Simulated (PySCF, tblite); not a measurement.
# C6H6F+: geometry, infrared bands and NMR shifts

Wanted: the infrared bands and NMR shifts of C6H6F+ (`FC1=CC=C[CH+]C1`), by calculation.

Programs: tblite 0.8.0 and PySCF 2.14.0, with density-fitted response routines of our own. Each step states its level of theory. These are calculated values for one molecule in the gas phase, unless marked as measured. Atoms count from 0, in the outputs and in this text.

**1. The starting structure**

13 atoms, charge 1, multiplicity 1; geometry from: force field or distance geometry start.

Bonds of the start (Å): F0–C1 1.34, C1–C2 1.35, C2–C3 1.43, C3–C4 1.35, C4–C5 1.45, C5–C6 1.50, C6–C1 1.51, C2–H7 1.09, C3–H8 1.09, C4–H9 1.08, C5–H10 1.08, C6–H11 1.09, C6–H12 1.11.

**2. Geometry optimisation with GFN2-xTB**

The job: settings as JSON, then the geometry in Å.

```
{"job": {"kind": "relax", "xc": "GFN2-xTB", "basis": "xTB"}, "charge": 1, "multiplicity": 1}
F     -2.023700     1.666200    -0.574800
C     -0.985800     0.874800    -0.293000
C      0.224900     1.435100    -0.071200
C      1.373300     0.640400     0.231000
C      1.293400    -0.704400     0.340500
C      0.039400    -1.393600     0.120400
C     -1.200100    -0.613600    -0.211000
H      0.339000     2.519500    -0.134200
H      2.323300     1.141900     0.400100
H      2.168300    -1.297600     0.574200
H      0.005300    -2.474200     0.202900
H     -1.596100    -0.970500    -1.166800
H     -1.965600    -0.823500     0.564200
```

On the command line:

```
$ OMP_NUM_THREADS=1 python probes_run.py task.json out
```

This one command runs all jobs of the session in turn.

**Question.** This job is followed by: GFN2-xTB harmonic vibrations, gas phase; GIAO PBE0/pcSseg-1 NMR shielding, non-relativistic, gas phase. Predict these results of the whole session: strongest single infrared mode (GFN2-xTB); zero-point energy (GFN2-xTB); 13C shifts against TMS (PBE0/pcSseg-1); 1H shifts against TMS (PBE0/pcSseg-1, means over atoms taken as alike); 19F shifts against CFCl3 (PBE0/pcSseg-1).

The runs gave:

```
                                                              quantity                                        value
                             strongest single infrared mode (GFN2-xTB)                        1448 cm⁻¹, 399 km/mol
                                          zero-point energy (GFN2-xTB)                                61.6 kcal/mol
                                13C shifts against TMS (PBE0/pcSseg-1)  216.0, 189.0, 182.8, 140.3, 129.0, 48.1 ppm
1H shifts against TMS (PBE0/pcSseg-1, means over atoms taken as alike)             9.82, 9.07, 8.47, 8.15, 5.29 ppm
                              19F shifts against CFCl3 (PBE0/pcSseg-1)                                     24.7 ppm
```

In words: Relaxing lowered the energy by 0.322 eV in 13 steps; the close pair that moved most is C4–C5, from 1.448 to 1.364 Å. All 33 modes are real, so the xTB geometry is a minimum. The strongest single mode, at 1448 cm⁻¹, is spread over several atoms, C2, C4, C1, C5 among them. GFN2-xTB is a fitted tight-binding method: band positions and strengths are rough. Its intensities can rank the bands wrongly. At PBE0/pcSseg-1: The largest span, 406 ppm, is at F0, where the paramagnetic term is -327 ppm.
